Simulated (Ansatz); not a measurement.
# Al3N: the cost of one run

Computed with Ansatz 0.2.0 (DFT PBE, scalar-relativistic, plane waves, PAW, unless a step's input says otherwise).

6 further runs of the same task are left out: 6 set aside as unsound or not needed. Runs told in other sessions of the task aren't counted.

**1. The structure to begin with**

It takes space group P1 (No. 1, triclinic). The conventional cell has a = 2.857 Å, b = 2.857 Å, c = 21.601 Å, α = 90.00°, β = 90.00°, γ = 120.00°. Around Al (site symmetry 1) lie 9 Al at 2.83 to 2.86 Å. Al (site symmetry 1) has 12 Al at 2.83 to 2.86 Å in its first shell of neighbours. Al (site symmetry 1) is surrounded by 1 N at 1.73 Å. N (site symmetry 1) is surrounded by 1 Al at 1.73 Å.

Coordinates:

```cif
data_structure
_symmetry_space_group_name_H-M 'P1'
_symmetry_Int_Tables_number 1
_cell_length_a 2.8568
_cell_length_b 2.8568
_cell_length_c 21.6014
_cell_angle_alpha 90.000
_cell_angle_beta 90.000
_cell_angle_gamma 120.000
_cell_volume 152.67
loop_
_atom_site_label
_atom_site_type_symbol
_atom_site_symmetry_multiplicity
_atom_site_Wyckoff_symbol
_atom_site_fract_x
_atom_site_fract_y
_atom_site_fract_z
_atom_site_occupancy
Al1 Al 1 a 0.66667 0.33333 0.18517 1
Al2 Al 1 a 0.33333 0.66667 0.29168 1
Al3 Al 1 a 0.00000 0.00000 0.39819 1
N1 N 1 a 0.16667 0.00000 0.47503 1
```

This is the geometry of the first run shown, built on a cell relaxed beforehand with the same method.

**2. Plan of the line**

Atoms count from 1 in the order of the input.

N is moved along a line over the surface and along the normal, above a rigid substrate.

- position of N4 along the first surface vector, from above Al3: 6 values from 0.00 to 2.38 Å, periodic
- height of N4 above the plane of Al3: 7 values from 0.85 to 3.67 Å

Nothing else is relaxed. Points are written as (first, second).

**3. Grid point (0.48 Å, 1.66 Å)**

The cell repeats along c, and a dipole correction in the vacuum removes the field between the copies.

Input file input.yaml:

```yaml
crystal:
  lattice:
    - [2.8567582919, 0.0, 0.0]
    - [-1.428379146, 2.4740252533, 0.0]
    - [0.0, 0.0, 21.6013781961]
  atoms:
    - { symbol: Al, position: [0.6666666667, 0.3333333333, 0.1851733701] }
    - { symbol: Al, position: [0.3333333333, 0.6666666667, 0.2916813827] }
    - { symbol: Al, position: [0.0, 0.0, 0.3981865471] }
    - { symbol: "N", position: [0.1666666667, 0.0, 0.4750334957], spin: 3.0 }
basis:
  ecutwfc: 420
kpoints:
  mp_grid: { grid: [9, 9, 1] }
hamiltonian:
  xc: pbe
  pseudopotentials: { kind: paw, azcp: { folder: soft_1 } }
scf:
  occupations: { method: gaussian, width: 0.1 }
output:
  forces: true
  eigenvalues: true
  populations: true
magnetization:
  spin_polarized: true
efield:
  axis: 3
  dipole_correction: true
  ramp_width: 0.04
```

The run is started by

```console
> ansatz run input.yaml --threads 1 --pin off --max-ram 3072MiB --backend cpu --events-out ev --progress --plain --runs-dir out
```

What time and memory should one allow on 1 thread of Intel Xeon Platinum 8259CL at 2.50GHz (Skylake/Cascade Lake), shared host?

About 44 s, with a peak of 0.48 GiB.
